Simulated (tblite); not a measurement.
# C6H13FOSi2: the cost of one run

The runs use tblite 0.8.0 and PySCF 2.14.0, with density-fitted response routines of our own; the level of theory stands in each step. All values are computed, except where a source is named. Atoms are numbered from 0 throughout.

## Step 1: The molecule as given

23 atoms, charge 0, multiplicity 1; geometry from: force field or distance geometry start.

Bonds of the start (Å): C0–Si1 1.89, Si1–C2 1.84, C2–C3 1.51, C3–C4 1.48, C4–O5 1.23, C4–C6 1.47, C6–Si7 1.88, Si7–C8 1.90, C8–F9 1.38, C8–C3 1.52, C0–H10 1.12, C0–H11 1.11, C0–H12 1.11, Si1–H13 1.47, Si1–H14 1.47, C2–H15 1.11, C2–H16 1.13, C3–H17 1.11, C6–H18 1.10, C6–H19 1.12, Si7–H20 1.45, Si7–H21 1.47, C8–H22 1.08.

## Step 2: Optimising the geometry with GFN2-xTB

The job: settings as JSON, then the geometry in Å.

```
{"job": {"kind": "relax", "xc": "GFN2-xTB", "basis": "xTB"}, "charge": 0, "multiplicity": 1}
C      3.615700    -0.477600     0.193300
Si     2.163000     0.704800     0.440700
C      0.846500     0.211300    -0.746000
C     -0.557900     0.408800    -0.238900
C     -0.855500    -0.371100     0.978300
O     -0.005200    -0.838600     1.738300
C     -2.299800    -0.553400     1.206300
Si    -3.078300     0.210300    -0.319000
C     -1.500400    -0.022000    -1.345100
F     -1.367100    -1.374000    -1.601000
H      3.284900    -1.384400    -0.384400
H      3.963800    -0.748800     1.216500
H      4.420200     0.015900    -0.385400
H      2.641000     2.057200     0.101200
H      1.727000     0.739100     1.840200
H      1.024300    -0.827000    -1.093400
H      0.932900     0.886200    -1.651900
H     -0.785800     1.470400     0.010100
H     -2.689000    -0.155700     2.154300
H     -2.482400    -1.650900     1.093900
H     -4.208600    -0.540900    -0.830000
H     -3.320700     1.646700    -0.154700
H     -1.473200     0.620900    -2.213300
```

The run is started by

```sh
$ OMP_NUM_THREADS=1 python probes_run.py task.json out
```

One launch serves the whole session: the jobs run in the order shown.

**Question.** How long does this first job take on 1 thread of Arm Neoverse N1, shared host, and how much memory does it need?

About 3.9 s, with a peak of 0.18 GiB.
